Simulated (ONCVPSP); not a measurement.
**Lead: generating and testing an ONCV potential**

Aim: build the potential from the settings below, then test how well it stands in for the atom: other configurations, scattering, ghost states and the plane-wave cutoff that it needs.

Method: ONCVPSP 4.0.1.1 (patched build), PBE, scalar-relativistic.

## (1) Settings

The settings as typed:

- element: lead (Pb, Z = 82)
- type: optimised norm-conserving Vanderbilt (ONCV)
- frozen core: [Kr] 4d10 4f14
- valence charge: 22
- reference configuration: 5s2 5p6 5d10 6s2 6p2
- partial waves: 5s+6s: rc 1.30 bohr, ncon 4, nbas 7, qcut 9.4 1/bohr, 2 projectors; 5p+6p: rc 1.30 bohr, ncon 4, nbas 7, qcut 8.2 1/bohr, 2 projectors; 5d: rc 1.80 bohr, ncon 4, nbas 9, qcut 9.9 1/bohr, 2 projectors, debl 0.8 Ha; f scattering state at 0.13 Ha: rc 1.45 bohr, ncon 4, nbas 7, qcut 7 1/bohr, 2 projectors, debl 3.4 Ha
- local potential: polynomial inside 0.95 bohr (lpopt 5, dvloc0 0 Ha)
- core correction: Teter function, fcfact 3.75, rcfact 1.5

An earlier all-electron run gives the scale for the radii.

All-electron outer shells of the reference configuration (PBE, scalar-relativistic, ld1.x):

```csv
shell,level (eV),outermost node (bohr),outermost maximum (bohr)
4d,-402.09,0.19,0.39
5s,-144.16,0.45,0.79
4f,-132.89,–,0.35
5p,-85.83,0.49,0.88
5d,-21.18,0.52,1.07
6s,-12.04,1.01,1.95
6p,-3.50,1.18,2.67
```

## (2) The generation run

The input, Pb.dat:

```
# ATOM AND REFERENCE CONFIGURATION
# atsym  z   nc   nv     iexc    psfile
  Pb 82.00   10    5        4      upf
#
#   n    l    f
    1    0    2.00
    2    0    2.00
    2    1    6.00
    3    0    2.00
    3    1    6.00
    3    2   10.00
    4    0    2.00
    4    1    6.00
    4    2   10.00
    4    3   14.00
    5    0    2.00
    5    1    6.00
    5    2   10.00
    6    0    2.00
    6    1    2.00
#
# PSEUDOPOTENTIAL AND OPTIMIZATION
# lmax
    3
#
#   l,   rc,      ep,       ncon, nbas, qcut
    0    1.30    0.00    4    7    9.40
    1    1.30    0.00    4    7    8.20
    2    1.80    0.00    4    9    9.90
    3    1.45    0.13    4    7    7.00
#
# LOCAL POTENTIAL
# lloc, lpopt,  rc(5),   dvloc0
    4    5    0.95    0.00
#
# VANDERBILT-KLEINMAN-BYLANDER PROJECTORs
# l, nproj, debl
    0    2    1.10
    1    2    2.30
    2    2    0.80
    3    2    3.40
#
# MODEL CORE CHARGE
# icmod, fcfact, rcfact
    3    3.75    1.50
#
# LOG DERIVATIVE ANALYSIS
# epsh1, epsh2, depsh
   -7.00    5.00    0.04
#
# OUTPUT GRID
# rlmax, drl
    6.00    0.01
#
# TEST CONFIGURATIONS
# ncnf
    4
# nvcnf
#   n    l    f
    5
    5    0    2.00
    5    1    6.00
    5    2   10.00
    6    0    2.00
    6    1    1.00
#
    5
    5    0    2.00
    5    1    6.00
    5    2   10.00
    6    0    2.00
    6    1    0.00
#
    5
    5    0    2.00
    5    1    6.00
    5    2   10.00
    6    0    1.00
    6    1    0.00
#
    5
    5    0    2.00
    5    1    6.00
    5    2    9.00
    6    0    2.00
    6    1    2.00
#
```

Launch:

```
$ oncvpsp.x < Pb.dat > Pb.out
```

Before running it: what results should come out? Wanted: cutoffs for 1 and 0.1 mHa per electron, occupied waves; bound ghosts; GHOST(+) flags; largest test error; largest phase difference near zero energy, channels read; rms error of d²Exc/dn², without and with the model core.

As calculated:

```
                                                quantity                              value
  cutoffs for 1 and 0.1 mHa per electron, occupied waves                    35 Ha and 79 Ha
                                            bound ghosts                         none found
                                          GHOST(+) flags                         s at 87 eV
                            largest test error (AE − PS)  -24 meV, for 5s2 5p6 5d10 6s1 6p0
largest phase difference near zero energy, channels read                          0.000 rad
 rms error of d²Exc/dn², without and with the model core                  4.12 and 1.19 mHa
```

What this shows: The worst unpolarised test, 5s2 5p6 5d10 6s1 6p0, is off by 24 meV on 52.4 eV; by total energies transferability rates as good. It counts as hard, with 35 Ha needed at the looser tolerance. The program's ghost test flags no bound state. Near zero energy the phases of the channels with partial waves agree within 0.001 rad. The program also flags highly localised states, GHOST(+) (s). Note that the frozen 4f shell (-133 eV) lies higher than the valence 5s shell (-144 eV). These are tests on the free atom; a crystal test is still owed.
